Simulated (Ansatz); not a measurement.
# H6OSi2Te: a ladder of functionals and wavefunction methods

Aim: compute H6OSi2Te with functionals from several rungs and with coupled cluster, and see how far each lands from CCSD(T) at the basis-set limit for the atomisation energy.

The runs use Ansatz 0.2.0, Gaussian basis; functionals in def2-TZVPP, the program's frozen cores in correlated methods.

The runs, in order: LDA (SPW92), PBE-D4, revPBE-D4, BLYP-D4, r2SCAN-D4, B97M-V, PBE0-D4, B3LYP-D4, r2SCANh-D4, r2SCAN0-D4, HSE06-D4, BHLYP-D4, CAM-B3LYP-D4, LC-ωPBE, ωB97X-V, ωB97M-V, B2PLYP, PBE-QIDH; CCSD(T)/def2-SVP; CCSD(T)/def2-TZVPP; MP2/def2-QZVPP; extrapolation to the limit; RPA on PBE.

### 1 Structure used throughout

All runs share one geometry, relaxed beforehand with PBE0-D4 in a triple-zeta def2 set. Te takes the def2 core potential; no spin-orbit term is included.

SMILES `O[SiH]([SiH3])[TeH]`, 10 atoms, charge 0, spin multiplicity 1.

Atoms are counted from 1 here; the program's logs count them from 0.

Bond lengths: O1–Si2 1.650 Å, O1–H5 0.959 Å, Si2–Si3 2.341 Å, Si2–Te4 2.503 Å, Si2–H6 1.483 Å, Si3–H7 1.489 Å, Si3–H8 1.486 Å, Si3–H9 1.488 Å, Te4–H10 1.659 Å. Angles: Si2–O1–H5 117.2°, O1–Si2–Si3 113.5°, O1–Si2–Te4 113.5°, O1–Si2–H6 105.0°, Si3–Si2–Te4 106.3°, Si3–Si2–H6 112.8°, Te4–Si2–H6 105.5°, Si2–Si3–H7 108.6°, Si2–Si3–H8 109.5°, Si2–Si3–H9 111.8°, H7–Si3–H8 109.0°, H7–Si3–H9 108.6°, H8–Si3–H9 109.3°, Si2–Te4–H10 91.5°.

As a file:

```mol
H6OSi2Te
  3D, bonds by distance, orders not assigned

 10  9  0  0  0  0  0  0  0  0999 V2000
   -0.7303    1.8678   -0.8307 O   0  0
   -0.5421    0.7480    0.3662 Si  0  0
    1.4280   -0.5009    0.1732 Si  0  0
   -2.4145   -0.9090    0.4887 Te  0  0
   -0.9826    1.5446   -1.6974 H   0  0
   -0.6117    1.5208    1.6301 H   0  0
    1.3165   -1.3832   -1.0215 H   0  0
    1.5992   -1.3465    1.3836 H   0  0
    2.6223    0.3721    0.0096 H   0  0
   -1.6017   -1.9648   -0.4989 H   0  0
  1  2  8  0
  2  3  8  0
  2  4  8  0
  1  5  8  0
  2  6  8  0
  3  7  8  0
  3  8  8  0
  3  9  8  0
  4 10  8  0
M  END
```

### 2 LDA

This LDA is Slater exchange with PW92 correlation.

in.yaml

```yaml
crystal:
  periodic: [false, false, false]
  atoms:
    - {symbol: O, position_ang: [-0.730267, 1.867801, -0.830719]}
    - {symbol: Si, position_ang: [-0.542081, 0.748041, 0.366197]}
    - {symbol: Si, position_ang: [1.427971, -0.500905, 0.173189]}
    - {symbol: Te, position_ang: [-2.414466, -0.908984, 0.488727]}
    - {symbol: H, position_ang: [-0.982550, 1.544573, -1.697448]}
    - {symbol: H, position_ang: [-0.611727, 1.520819, 1.630073]}
    - {symbol: H, position_ang: [1.316497, -1.383215, -1.021452]}
    - {symbol: H, position_ang: [1.599228, -1.346537, 1.383570]}
    - {symbol: H, position_ang: [2.622301, 0.372142, 0.009639]}
    - {symbol: H, position_ang: [-1.601706, -1.964837, -0.498878]}
basis:
  gaussian: {orbitals: def2-TZVPP}
hamiltonian: {xc: lda}
output: {orbitals: {seedname: orbitals}}
```

After this run come: PBE-D4 (GGA); revPBE-D4 (GGA); BLYP-D4 (GGA); r2SCAN-D4 (meta-GGA); B97M-V (meta-GGA); PBE0-D4 (hybrid); B3LYP-D4 (hybrid); r2SCANh-D4 (hybrid); r2SCAN0-D4 (hybrid); HSE06-D4 (hybrid); BHLYP-D4 (hybrid); CAM-B3LYP-D4 (range-separated); LC-ωPBE (range-separated); ωB97X-V (range-separated); ωB97M-V (range-separated); B2PLYP (double hybrid); PBE-QIDH (double hybrid); CCSD(T) in def2-SVP; CCSD(T) in def2-TZVPP; MP2 in def2-QZVPP; RPA on PBE orbitals.

Q: Predict the results of all the runs planned. Wanted: atomisation energy, CCSD(T)/CBS; farthest beyond LDA; mean size of error, GGA; mean size of error, meta-GGA; mean size of error, hybrid; mean size of error, range-separated; mean size of error, double hybrid; gap, smallest and largest; T1 diagnostic.

**Answer**, as computed:

```
                               quantity                                  value
        atomisation energy, CCSD(T)/CBS                          3030.0 kJ/mol
 functionals within 30.3 kJ/mol (1.0 %)     PBE-D4, r2SCAN-D4, B97M-V, ωB97X-V
                    farthest beyond LDA                BHLYP-D4 (-97.9 kJ/mol)
                mean size of error, GGA                            56.1 kJ/mol
           mean size of error, meta-GGA                            22.4 kJ/mol
             mean size of error, hybrid                            62.7 kJ/mol
    mean size of error, range-separated                            39.4 kJ/mol
      mean size of error, double hybrid                            78.4 kJ/mol
              gap, smallest and largest  4.01 eV (BLYP-D4), 10.45 eV (LC-ωPBE)
                          T1 diagnostic                                 0.0122
triples share of the correlation energy                                  3.0 %
```

**Reading.** The LDA atomisation energy is off by 361.3 kJ/mol (12 %): it overbinds. PBE-D4 misses by -28.2 kJ/mol. Double hybrids carry the basis error of their MP2 part in triple zeta, and no dispersion term here, so their miss is partly the set-up's. Taken by rung, meta-GGA functionals do best (22.4 kJ/mol on average) and double hybrid ones worst beyond LDA (78.4 kJ/mol). Misses under about 30.3 kJ/mol are within the doubt on the reference itself, which lacks core-valence correlation, spin-orbit coupling and higher excitations, and its outer-core shells are covered unevenly. All levels share the lack of spin-orbit coupling, which lowers the free heavy atoms and so the true binding. Hartree-Fock recovers 71 % of the binding; the rest is correlation. CCSD(T) in def2-SVP is off by -286.5 kJ/mol, more than most functionals: a good method in a small basis is no reference. The gap grows from 4.0 to 10.4 eV across the functionals, mostly with the share of exact exchange. Correlated methods include outer-core shells of Te, which these sets cover unevenly.
